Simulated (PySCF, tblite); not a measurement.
**C4H11NSi: a rotation path, then NMR shifts on frames**

Aim: move C4H11NSi (`CN[Si@@H]1C[C@H]1C`) away from its starting geometry and see how NMR shifts follow the geometry.

The runs use tblite 0.8.0 and PySCF 2.14.0, with density-fitted response routines of our own; the level of theory stands in each step. All values are computed, except where a source is named. Atoms are numbered from 0 throughout.

### 1 The molecule as given

17 atoms, charge 0, multiplicity 1; geometry from: GFN2-xTB.

Bonds of the start (Å): C0–N1 1.45, N1–Si2 1.72, Si2–C3 1.88, C3–C4 1.54, C4–C5 1.51, C4–Si2 1.88, C0–H6 1.10, C0–H7 1.09, C0–H8 1.09, N1–H9 1.01, Si2–H10 1.46, C3–H11 1.08, C3–H12 1.08, C4–H13 1.08, C5–H14 1.09, C5–H15 1.09, C5–H16 1.09.

### 2 The rotation path with GFN2-xTB

The job: settings as JSON, then the geometry in Å.

```
{"job": {"kind": "neb", "xc": "GFN2-xTB", "basis": "xTB", "atoms": [4, 2, 1, 0], "turn": 120}, "charge": 0, "multiplicity": 1}
C      2.902637    -0.527317     0.265890
N      1.690002    -0.071148    -0.375550
Si     0.339266     0.479699     0.530938
C     -0.885497    -0.843693     1.053497
C     -1.334014    -0.015630    -0.167732
C     -2.555920     0.847635     0.011194
H      3.531357     0.296068     0.623932
H      2.632118    -1.144408     1.119451
H      3.488461    -1.129150    -0.430597
H      1.894671     0.411775    -1.238629
H      0.441150     1.677113     1.357254
H     -1.483949    -0.703088     1.942752
H     -0.690611    -1.890832     0.868547
H     -1.365903    -0.578932    -1.094233
H     -2.655533     1.555936    -0.810240
H     -3.460473     0.237996     0.042701
H     -2.494759     1.410006     0.940376
```

Method: GFN2-xTB climbing-image nudged elastic band, gas phase.

The run is started by

```bash
> OMP_NUM_THREADS=1 python probes_run.py task.json out
```

One launch serves the whole session: the jobs run in the order shown.

The program printed:

```text
image   E - E0 / eV
  0       0.0000
  1       0.0119
  2       0.0363
  3       0.0670
  4       0.0909
  5       0.0973
  6       0.0878
  7       0.0756
  8       0.0458
```

Run time: 10 s. Hardware: 1 thread, shared host.

The final band, with the dihedral C4–Si2–N1–C0:

| image | dihedral (°) | energy (eV) | energy (kcal/mol) |
| --- | --- | --- | --- |
| 0 | -142 | 0.000 | 0.0 |
| 1 | -128 | 0.012 | 0.3 |
| 2 | -113 | 0.036 | 0.8 |
| 3 | -97 | 0.067 | 1.5 |
| 4 | -82 | 0.091 | 2.1 |
| 5 | -67 | 0.097 | 2.2 |
| 6 | -54 | 0.088 | 2.0 |
| 7 | -40 | 0.076 | 1.7 |
| 8 | -23 | 0.046 | 1.1 |

### 3 Shielding tensors: image 0, PBE0/pcSseg-1

The job: settings as JSON, then the geometry in Å.

```
{"job": {"kind": "nmr", "xc": "PBE0", "basis": "pcSseg-1", "pop": false}, "charge": 0, "multiplicity": 1}
C      2.902600    -0.527300     0.265900
N      1.690000    -0.071100    -0.375600
Si     0.339300     0.479700     0.530900
C     -0.885500    -0.843700     1.053500
C     -1.334000    -0.015600    -0.167700
C     -2.555900     0.847600     0.011200
H      3.531400     0.296100     0.623900
H      2.632100    -1.144400     1.119500
H      3.488500    -1.129200    -0.430600
H      1.894700     0.411800    -1.238600
H      0.441200     1.677100     1.357300
H     -1.483900    -0.703100     1.942800
H     -0.690600    -1.890800     0.868500
H     -1.365900    -0.578900    -1.094200
H     -2.655500     1.555900    -0.810200
H     -3.460500     0.238000     0.042700
H     -2.494800     1.410000     0.940400
```

Method: GIAO PBE0/pcSseg-1 NMR shielding, non-relativistic, gas phase.

The program printed:

```text
coarse grid: 13856 points
cycle   1  E = -502.7396412048  dE =  5.750e-01  |g| = 5.262e-01  |ddm| = 3.588e+00
cycle   2  E = -502.6781646215  dE =  6.148e-02  |g| = 7.175e-01  |ddm| = 1.333e+00
cycle   3  E = -502.8123817609  dE = -1.342e-01  |g| = 5.700e-02  |ddm| = 8.533e-01
cycle   4  E = -502.8130659317  dE = -6.842e-04  |g| = 2.653e-02  |ddm| = 7.936e-02
cycle   5  E = -502.8132306988  dE = -1.648e-04  |g| = 6.440e-03  |ddm| = 2.626e-02
cycle   6  E = -502.8132386203  dE = -7.922e-06  |g| = 2.723e-03  |ddm| = 8.286e-03
final grid: 126848 points
cycle   7  E = -502.8461185909  dE = -2.985e-05  |g| = 9.110e-03  |ddm| = 2.523e-02
cycle   8  E = -502.8461032085  dE =  1.538e-05  |g| = 1.238e-02  |ddm| = 2.058e-02
cycle   9  E = -502.8461379040  dE = -3.470e-05  |g| = 8.687e-04  |ddm| = 1.189e-02
cycle  10  E = -502.8461380606  dE = -1.566e-07  |g| = 2.088e-04  |ddm| = 7.883e-04
cycle  11  E = -502.8461380696  dE = -8.930e-09  |g| = 5.572e-05  |ddm| = 2.069e-04
cycle  12  E = -502.8461380703  dE = -6.734e-10  |g| = 2.547e-05  |ddm| = 9.677e-05
converged SCF energy = -502.8461380703

GIAO shielding tensors (ppm)
atom      isotropic    diamagn.    paramagn.     s11        s22        s33       span
  0 C      151.884     240.922     -89.037    131.061    136.712    187.879     56.819
  1 N      250.187     323.102     -72.915    232.671    242.521    275.369     42.698
  2 Si     442.189     884.388    -442.199    334.857    347.022    644.688    309.831
  3 C      176.324     256.782     -80.457    151.737    170.696    206.540     54.803
  4 C      174.922     256.042     -81.120    154.510    163.496    206.760     52.251
  5 C      167.383     244.285     -76.902    151.252    162.411    188.488     37.236
  6 H       28.779      26.757       2.022     23.470     26.657     36.210     12.740
  7 H       29.150      28.515       0.635     24.740     28.122     34.588      9.848
  8 H       28.793      27.121       1.673     23.685     26.216     36.479     12.793
  9 H       31.399      34.279      -2.879     21.143     31.003     42.052     20.908
 10 H       27.790      31.210      -3.420     21.958     26.574     34.839     12.881
 11 H       31.827      32.819      -0.992     26.737     28.695     40.048     13.312
 12 H       30.614      33.039      -2.424     26.146     26.884     38.813     12.668
 13 H       30.470      34.279      -3.808     24.525     29.160     37.726     13.201
 14 H       30.115      29.035       1.080     24.778     27.796     37.771     12.993
 15 H       30.189      28.112       2.077     25.161     27.623     37.782     12.621
 16 H       31.379      30.026       1.353     26.585     29.949     37.602     11.017
```

Wall time 39 s (1 thread, shared host).

The references, computed at this level on geometries of the same kind, shield at (ppm): 1H TMS 31.72, 13C TMS 186.9, 29Si TMS 349.2, 15N NH3 267.7. Their shielding less the atom's gives the shift. The references are single molecules in the gas phase, so shifts against H2O, NH3, PH3, H3PO4 or CFCl3 are not on the usual liquid scales and can be off by tens of ppm. Each atom is listed at this fixed geometry, with no averaging over motion; a spectrum would average atoms that exchange fast.

| atoms | environment | σ (ppm) | δ (ppm) |
| --- | --- | --- | --- |
| C0 | methyl carbon bonded to N | 151.9 | 35.0 |
| C5 | methyl carbon | 167.4 | 19.5 |
| C4 | three-membered-ring carbon | 174.9 | 12.0 |
| C3 | three-membered-ring carbon | 176.3 | 10.6 |
| H10 | hydrogen on a silicon bonded to 2 C, N, in a 3-membered ring | 27.79 | 3.93 |
| H6 | hydrogen on a methyl carbon bonded to N | 28.78 | 2.94 |
| H8 | hydrogen on a methyl carbon bonded to N | 28.79 | 2.92 |
| H7 | hydrogen on a methyl carbon bonded to N | 29.15 | 2.57 |
| H14 | hydrogen on a methyl carbon | 30.12 | 1.60 |
| H15 | hydrogen on a methyl carbon | 30.19 | 1.53 |
| H13 | hydrogen on a three-membered-ring carbon | 30.47 | 1.25 |
| H12 | hydrogen on a three-membered-ring carbon | 30.61 | 1.10 |
| H16 | hydrogen on a methyl carbon | 31.38 | 0.34 |
| H9 | hydrogen on a nitrogen bonded to C, Si | 31.40 | 0.32 |
| H11 | hydrogen on a three-membered-ring carbon | 31.83 | -0.11 |
| N1 | nitrogen bonded to C, Si, H | 250.2 | 17.5 |
| Si2 | silicon bonded to 2 C, N, H, in a 3-membered ring | 442.2 | -93.0 |

Ring of atoms Si2, C3, C4: NICS(0) -26.1, NICS(1) -7.6, NICS(1)zz -15.3 ppm (means of both faces).

In rings of three or four atoms NICS is ruled by the nearby σ bonds, so it says little on aromaticity.

### 4 Shielding tensors: image 2, PBE0/pcSseg-1

The job: settings as JSON, then the geometry in Å.

```
{"job": {"kind": "nmr", "xc": "PBE0", "basis": "pcSseg-1", "pop": false}, "charge": 0, "multiplicity": 1}
C      2.757300    -0.685800     0.215900
N      1.746500     0.164400    -0.374600
Si     0.350200     0.683400     0.482900
C     -0.743000    -0.701100     1.117700
C     -1.283200    -0.008700    -0.150600
C     -2.586500     0.734400    -0.008100
H      3.436500    -0.147100     0.886500
H      2.259900    -1.464800     0.788800
H      3.349000    -1.155300    -0.571900
H      2.150300     0.811800    -1.034100
H      0.374100     1.941500     1.217800
H     -1.337400    -0.552200     2.008400
H     -0.451400    -1.736300     1.007900
H     -1.267400    -0.640600    -1.033200
H     -2.762500     1.377100    -0.869200
H     -3.421700     0.036700     0.069500
H     -2.577800     1.354600     0.886000
```

With the program's defaults for keys left out, this is: GIAO PBE0/pcSseg-1 NMR shielding, non-relativistic, gas phase.

The program printed:

```text
coarse grid: 13856 points
cycle   1  E = -502.7386891628  dE =  5.724e-01  |g| = 5.276e-01  |ddm| = 3.593e+00
cycle   2  E = -502.6764604456  dE =  6.223e-02  |g| = 7.205e-01  |ddm| = 1.332e+00
cycle   3  E = -502.8116567070  dE = -1.352e-01  |g| = 5.647e-02  |ddm| = 8.546e-01
cycle   4  E = -502.8123224418  dE = -6.657e-04  |g| = 2.685e-02  |ddm| = 8.079e-02
cycle   5  E = -502.8124908475  dE = -1.684e-04  |g| = 6.815e-03  |ddm| = 2.749e-02
cycle   6  E = -502.8124997897  dE = -8.942e-06  |g| = 2.773e-03  |ddm| = 8.675e-03
final grid: 126848 points
cycle   7  E = -502.8453440346  dE = -2.977e-05  |g| = 9.050e-03  |ddm| = 2.491e-02
cycle   8  E = -502.8453285314  dE =  1.550e-05  |g| = 1.235e-02  |ddm| = 2.042e-02
cycle   9  E = -502.8453630084  dE = -3.448e-05  |g| = 8.141e-04  |ddm| = 1.188e-02
cycle  10  E = -502.8453631465  dE = -1.380e-07  |g| = 2.036e-04  |ddm| = 7.584e-04
cycle  11  E = -502.8453631551  dE = -8.626e-09  |g| = 5.387e-05  |ddm| = 2.099e-04
cycle  12  E = -502.8453631557  dE = -6.380e-10  |g| = 2.534e-05  |ddm| = 9.420e-05
converged SCF energy = -502.8453631557

GIAO shielding tensors (ppm)
atom      isotropic    diamagn.    paramagn.     s11        s22        s33       span
  0 C      151.478     241.598     -90.120    131.561    135.870    187.003     55.442
  1 N      253.726     322.814     -69.088    226.582    255.126    279.471     52.889
  2 Si     439.481     884.070    -444.589    331.438    345.140    641.865    310.427
  3 C      179.908     256.379     -76.471    150.456    180.687    208.579     58.123
  4 C      171.344     256.669     -85.325    148.547    160.334    205.152     56.605
  5 C      167.705     244.003     -76.298    150.756    163.513    188.847     38.091
  6 H       28.792      26.922       1.870     23.489     26.550     36.337     12.847
  7 H       29.075      29.385      -0.309     24.042     29.030     34.155     10.113
  8 H       28.895      27.590       1.305     23.825     26.242     36.617     12.792
  9 H       31.817      33.328      -1.511     21.606     30.983     42.862     21.256
 10 H       27.694      31.007      -3.314     21.758     26.502     34.821     13.063
 11 H       31.710      32.820      -1.110     26.700     28.518     39.912     13.212
 12 H       30.635      33.207      -2.572     26.321     26.922     38.663     12.342
 13 H       30.510      34.337      -3.827     24.459     29.500     37.570     13.111
 14 H       30.167      28.799       1.368     24.793     27.829     37.880     13.087
 15 H       30.234      28.101       2.132     25.240     27.677     37.785     12.545
 16 H       31.419      29.868       1.552     26.736     29.951     37.571     10.835
```

Wall time 45 s (1 thread, shared host).

Key values: δ C0 35.4, C5 19.2, C4 15.6, C3 7.0, H10 4.02, H6 2.92 ppm.

(Part 1 of 2 ends here.)
